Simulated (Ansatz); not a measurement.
# Al2Cl (P1) in Ansatz: convergence with wavefunction cutoff

Aim: find how far wavefunction cutoff must go before the results for Al2Cl settle, at PBE. This setting moves, with any that are tied to it; all else stays.

Program: Ansatz 0.2.0. These are calculated values, not measurements. Logs are shortened: lines on timing, memory, paths and dates and some standing lists are left out, and cuts for length are marked.

### 1 The cell of the first run

The typed cell holds 3 atoms: a = 3.789 Å, b = 3.789 Å, c = 4.767 Å, α = 90.00°, β = 90.00°, γ = 90.00°.

The cell was built by a generator and needn't be a form met in nature.

The cell isn't the ideal one: atoms moved at random, drawn with an rms of 0.05 Å.

### 2 With wavefunction cutoff 400 eV

Input file input.yaml:

```yaml
crystal:
  lattice:
    - [3.78917417, 0.0, 0.0]
    - [0.0, 3.78917417, 0.0]
    - [0.0, 0.0, 4.76684087]
  atoms:
    - { symbol: Al, position: [0.49998, 0.002365, 0.348352] }
    - { symbol: Al, position: [-0.006218, 0.484342, 0.341036] }
    - { symbol: Cl, position: [-0.005041, -0.005734, 0.390452] }
hamiltonian:
  xc: pbe
  pseudopotentials: { kind: nc, source: spms }
kpoints:
  mp_grid: { grid: [5, 5, 4] }
scf:
  occupations: { method: cold, width: 0.05 }
output:
  forces: true
  stress: true
  eigenvalues: true
basis:
  ecutwfc: "400 eV"
```

Potentials or basis: SPMS NC.

Started as:

```bash
> ansatz run input.yaml --threads 2 --pin off --max-ram 5632MiB --backend cpu --events-out ev --progress --plain --runs-dir out
```

Wall time 2.5 s (2 threads of Arm Neoverse V2, shared host); peak memory 0.29 GiB.

Results:

- Free energy: -561.4225 eV
- Pressure: 51.3 GPa
- Largest force: 5.119 eV/Å
- Band gap on the k mesh: none (metal or under the smearing width)

### 3 With wavefunction cutoff 500 eV

input.yaml, as its differences from that of step 2:

```diff
@@ -21,2 +21,2 @@
 basis:
-  ecutwfc: "400 eV"
+  ecutwfc: "500 eV"
```

Potentials or basis: SPMS NC.

Started as:

```bash
> ansatz run input.yaml --threads 2 --pin off --max-ram 5632MiB --backend cpu --events-out ev --progress --plain --runs-dir out
```

Run time: 3 s. Hardware: 2 threads of Arm Neoverse V2, shared host; peak memory 0.31 GiB.

Results:

```yaml
Free_energy: -561.4965 eV
Pressure: 51.1 GPa
Largest_force: 5.103 eV/Å
Band_gap_on_the_k_mesh: none (metal or under the smearing width)
```

### 4 With wavefunction cutoff 600 eV

input.yaml, as its differences from that of step 3:

```diff
@@ -21,2 +21,2 @@
 basis:
-  ecutwfc: "500 eV"
+  ecutwfc: "600 eV"
```

Started as:

```bash
> ansatz run input.yaml --threads 2 --pin off --max-ram 5632MiB --backend cpu --events-out ev --progress --plain --runs-dir out
```

It took 3.4 s on 2 threads of Arm Neoverse V2, shared host; peak memory 0.33 GiB.

What came out:

* Free energy: -561.5066 eV
* Pressure: 51.1 GPa
* Largest force: 5.101 eV/Å
* Band gap on the k mesh: none (metal or under the smearing width)

### 5 With wavefunction cutoff 700 eV

input.yaml, as its differences from that of step 4:

```diff
@@ -21,2 +21,2 @@
 basis:
-  ecutwfc: "600 eV"
+  ecutwfc: "700 eV"
```

Started as:

```bash
> ansatz run input.yaml --threads 2 --pin off --max-ram 5632MiB --backend cpu --events-out ev --progress --plain --runs-dir out
```

It took 4.8 s on 2 threads of Arm Neoverse V2, shared host; peak memory 0.31 GiB.

What came out:

- Free energy: -561.5074 eV
- Pressure: 51.1 GPa
- Largest force: 5.100 eV/Å
- Band gap on the k mesh: none (metal or under the smearing width)

### 6 With wavefunction cutoff 850 eV

input.yaml, as its differences from that of step 5:

```diff
@@ -21,2 +21,2 @@
 basis:
-  ecutwfc: "700 eV"
+  ecutwfc: "850 eV"
```

Potentials or basis: SPMS NC.

Started as:

```bash
> ansatz run input.yaml --threads 2 --pin off --max-ram 5632MiB --backend cpu --events-out ev --progress --plain --runs-dir out
```

Run time: 4.8 s. Hardware: 2 threads of Arm Neoverse V2, shared host; peak memory 0.35 GiB.

The run converged. Its results:

```yaml
Free_energy: -561.5075 eV
Pressure: 51.1 GPa
Largest_force: 5.100 eV/Å
Band_gap_on_the_k_mesh: none (metal or under the smearing width)
```

### 7 With wavefunction cutoff 1000 eV

input.yaml, as its differences from that of step 6:

```diff
@@ -21,2 +21,2 @@
 basis:
-  ecutwfc: "850 eV"
+  ecutwfc: "1000 eV"
```

Started as:

```bash
> ansatz run input.yaml --threads 2 --pin off --max-ram 5632MiB --backend cpu --events-out ev --progress --plain --runs-dir out
```

Run time: 5.7 s. Hardware: 2 threads of Arm Neoverse V2, shared host; peak memory 0.38 GiB.

It converged, with:

* Free energy: -561.5076 eV
* Pressure: 51.1 GPa
* Largest force: 5.100 eV/Å
* Band gap on the k mesh: none (metal or under the smearing width)

### 8 With wavefunction cutoff 1200 eV

input.yaml, as its differences from that of step 7:

```diff
@@ -21,2 +21,2 @@
 basis:
-  ecutwfc: "1000 eV"
+  ecutwfc: "1200 eV"
```

Started as:

```bash
> ansatz run input.yaml --threads 2 --pin off --max-ram 5632MiB --backend cpu --events-out ev --progress --plain --runs-dir out
```

It took 7.8 s on 2 threads of Arm Neoverse V2, shared host; peak memory 0.44 GiB.

Results (log left out):

```yaml
Free_energy: -561.5077 eV
Pressure: 51.1 GPa
Largest_force: 5.100 eV/Å
Band_gap_on_the_k_mesh: none (metal or under the smearing width)
```

### 9 With wavefunction cutoff 1400 eV

input.yaml, as its differences from that of step 8:

```diff
@@ -21,2 +21,2 @@
 basis:
-  ecutwfc: "1200 eV"
+  ecutwfc: "1400 eV"
```

Potentials or basis: SPMS NC.

Started as:

```bash
> ansatz run input.yaml --threads 2 --pin off --max-ram 5632MiB --backend cpu --events-out ev --progress --plain --runs-dir out
```

It took 9.6 s on 2 threads of Arm Neoverse V2, shared host; peak memory 0.49 GiB.

It converged, with:

```
Free energy            : -561.5078 eV
Pressure               : 51.1 GPa
Largest force          : 5.100 eV/Å
Band gap on the k mesh : none (metal or under the smearing width)
```

### 10 With wavefunction cutoff 1700 eV

input.yaml, as its differences from that of step 9:

```diff
@@ -21,2 +21,2 @@
 basis:
-  ecutwfc: "1400 eV"
+  ecutwfc: "1700 eV"
```

Potentials or basis: SPMS NC.

Started as:

```bash
> ansatz run input.yaml --threads 2 --pin off --max-ram 5632MiB --backend cpu --events-out ev --progress --plain --runs-dir out
```

Log:

```text
Warning: RAYON_NUM_THREADS=2 ignored (pool sized by the plan → 2); use --threads N
Engine: ansatz 0.2.0, aarch64-unknown-linux-gnu
Pseudopotentials: kind: nc
Pseudopotential: Al, nc, valence charge 3, recommended cutoff 380.959407443832 eV (normal), Al.nc.azcp
Pseudopotential: Cl, nc, valence charge 7, recommended cutoff 544.22772491976 eV (normal), Cl.nc.azcp
Functional definition: PBE
  parameter kappa = 0.804
  parameter beta = 0.06672455060314922
  exchange = pbe_x(kappa = kappa, mu = beta*pi^2/3)
  correlation = pbe_c(beta = beta)
Crystal: 3 atoms, lattice volume = 68.442 Å³
Basis set: ecut = 1700 eV, 10893 PW (Γ), exchange–correlation on 108×108×144 points (8 copies of the dense FFT grid, shifted against one another)
Bands: 11, of which v1, the nominal top of the filled ones, is band 7 counted from 1 (6 counted from 0)
Symmetry: 1 space group operations
Space group: P1 (ITA 1), of the structure as read, at distance tolerance 4.1e-5 Å
k-points: 51 of 100 (time reversal used)
Non-local potential: Al, projectors of the file, l = 0: 2, l = 1: 2, l = 2: 2
Non-local potential: Cl, projectors of the file, l = 0: 2, l = 1: 2, l = 2: 2
Initial density: superposition of atomic densities (chi_scale 0.1, normalization cell, long waves kept (reshape's long-wave potential 0.02 eV rms))
Initial wavefunctions: pseudopotential atomic-orbital guess
Functional: x = pbe(κ = 0.804, μ = 0.2195149727645171), c = pbe(β = 0.06672455060314922)
SCF iter   1: F=—  HF=-562.169353 eV  |F-HF|=—  |Δ(HF+E_count)|=         —  Δρ=3.77e-2  dr2=1.93e0  ethr=3.10e-3  ⟨swp⟩=7.7  Hψ=5305  notcnv=0
preconditioner: auto → none  [insulator: Δε(μ)=0.044 eV  Ē_g=9.213 eV  σ=0.050 eV  W_gap=0.54  n_scr=6 (ndim 8)  ℏωp=14.9 eV  f_vac=0.000  D(μ)=3.69/eV (n_scr^D=36)  ε∞_Penn≈3.6]
SCF iter   2: F=—  HF=-561.538514 eV  |F-HF|=—  |Δ(HF+E_count)|=   6.31e-1  S|Δr|=    0.00e0  Δρ=1.23e-2  dr2=1.43e-1  ethr=3.10e-3  ⟨swp⟩=3.2  Hψ=1669  notcnv=0  defer=21
SCF iter   3: F=—  HF=-561.512380 eV  |F-HF|=—  |Δ(HF+E_count)|=   2.61e-2  S|Δr|=    0.00e0  Δρ=5.54e-3  dr2=3.02e-2  ethr=1.10e-3  ⟨swp⟩=3.4  Hψ=1422  notcnv=0  defer=8
SCF iter   4: F=—  HF=-561.510256 eV  |F-HF|=—  |Δ(HF+E_count)|=   2.12e-3  S|Δr|=    0.00e0  Δρ=3.07e-3  dr2=1.34e-2  ethr=2.32e-4  ⟨swp⟩=2.6  Hψ=965  notcnv=0  defer=8
SCF iter   5: F=—  HF=-561.507814 eV  |F-HF|=—  |Δ(HF+E_count)|=   2.44e-3  S|Δr|=    0.00e0  Δρ=9.06e-4  dr2=5.94e-4  ethr=1.03e-4  ⟨swp⟩=1.8  Hψ=662  notcnv=0  defer=8
SCF iter   6: F=—  HF=-561.507823 eV  |F-HF|=—  |Δ(HF+E_count)|=   9.27e-6  S|Δr|=    0.00e0  Δρ=3.63e-4  dr2=4.46e-5  ethr=4.57e-6  ⟨swp⟩=2.8  Hψ=880  notcnv=0  defer=8
SCF iter   7: F=—  HF=-561.507870 eV  |F-HF|=—  |Δ(HF+E_count)|=   4.67e-5  S|Δr|=    0.00e0  Δρ=7.89e-5  dr2=7.68e-6  ethr=3.43e-7  ⟨swp⟩=2.4  Hψ=781  notcnv=0  defer=8
SCF iter   8: F=—  HF=-561.507870 eV  |F-HF|=—  |Δ(HF+E_count)|=   5.41e-8  S|Δr|=    0.00e0  Δρ=3.14e-5  dr2=1.45e-6  ethr=5.90e-8  ⟨swp⟩=2.2  Hψ=679  notcnv=0  defer=8
SCF iter   9: F=-561.507869 eV  HF=-561.507869 eV  |F-HF|=2.82e-8  |Δ(HF+E_count)|=   2.17e-7  S|Δr|=    0.00e0  Δρ=6.49e-6  dr2=2.42e-8  ethr=7.69e-10  ⟨swp⟩=5.5  Hψ=2947  notcnv=0
SCF 1 converged in 9 iterations: F = -561.507869 eV  dr2 = 2.42e-8
SCF converged after 9 iterations
Stability not checked: this state was not tested for a lower state beside it, because cold or Methfessel-Paxton smearing, or corrected tetrahedra, fill the levels in a way that the test cannot read (fill_not_monotonic; see scf.lower_state_search)
Free energy (F): -561.507869 eV
Harris-Foulkes:  -561.507869 eV  (|F-HF|=2.82e-8)
Internal energy: -561.504465 eV  (E = F + TS)
E sigma→0 (E₀):  -561.506735 eV
Entropy (-TS):   -0.003404 eV (-1.135 meV/atom)
Fermi energy:    5.293318 eV
--- Per-component energies (eV) ---
  E_band       = -48.048215
  E_kinetic    = 223.314967
  E_local      = -503.928462  (includes V_loc(G=0)·N_el)
  E_nonlocal   = 32.864407
  E_hartree    = 187.075023
  E_xc         = -186.687688
  E_vxc        = -174.450381  (∫ρ·V_xc dr)
  E_ewald      = -314.142712
  E_smearing   = -0.003404  (= −TS)
  E_closure    = 0.000000  (closes the sum)
  Σ components = -561.507869   (vs F -561.507869, Δ=0.00e0)
--- Forces (eV/Å), atoms counted from 1 ---
  atom   1  Al    -1.27399049     0.15114888    -1.90847100
  atom   2  Al     0.03021222     2.54843613    -2.23615569
  atom   3  Cl     1.24377173    -2.69956432     4.14462307
  max |Σ_I F_I| component: 2.07e-5 eV/Å
--- Stress (GPa, compression-positive) ---
       78.248499      -0.037107       0.574717
       -0.037107      77.270814      -1.459014
        0.574717      -1.459014      -2.183975
  P = ⅓ Tr σ = 51.1118 GPa (511.118 kbar)
--- Band table (eV; the first three rows and the last of 51) ---
  k-point 0: bands = ["-17.0292", "-5.7306", "-5.7080", "-3.7817", "0.4820", "4.4922", "6.0235", "7.9070", "8.0548", "9.0647", "9.1014"]
  k-point 1: bands = ["-17.0249", "-5.7263", "-5.7037", "-3.9084", "0.6912", "4.5728", "5.6255", "7.9159", "8.8372", "8.8529", "8.9377"]
  k-point 2: bands = ["-17.0206", "-5.7220", "-5.6994", "-4.0264", "0.9047", "4.6592", "5.2683", "7.9246", "8.6554", "8.6830", "10.1284"]
  k-point 50: bands = ["-16.6863", "-7.0579", "-6.1134", "-3.5393", "2.3438", "4.5353", "4.8751", "6.6058", "6.8031", "9.2253", "10.3730"]
```

Wall time 14 s (2 threads of Arm Neoverse V2, shared host); peak memory 0.6 GiB.

What came out:

```yaml
Free_energy: -561.5079 eV
Pressure: 51.1 GPa
Largest_force: 5.100 eV/Å
Band_gap_on_the_k_mesh: none (metal or under the smearing width)
```

### 11 Result

```tsv
wavefunction cutoff	energy less the tightest run, at zero smearing (meV/atom)	pressure (GPa)	largest force (eV/Å)	SCF cycles	CPU time (s)	peak memory (GiB)
400 eV	28.46	51.32	5.119	9	4.8	0.29
500 eV	3.78	51.14	5.103	9	5.8	0.31
600 eV	0.42	51.11	5.101	9	6.7	0.33
700 eV	0.16	51.11	5.100	9	9.3	0.31
850 eV	0.12	51.11	5.100	9	9.3	0.35
1000 eV	0.09	51.11	5.100	9	11	0.38
1200 eV	0.06	51.11	5.100	9	15	0.44
1400 eV	0.03	51.11	5.100	9	19	0.49
1700 eV	0.00	51.11	5.100	9	28	0.6
```

Against the tightest run, the energy stays within 1 meV/atom from 600 eV on; the pressure stays within 0.1 GPa from 500 eV on; the largest force stays within 0.005 eV/Å from 500 eV on. The tightest run that finished is the yardstick and may itself not be fully converged.

Caveats: an odd number of electrons without spin polarisation forces a metal; a magnetic or distorted state may lie lower.
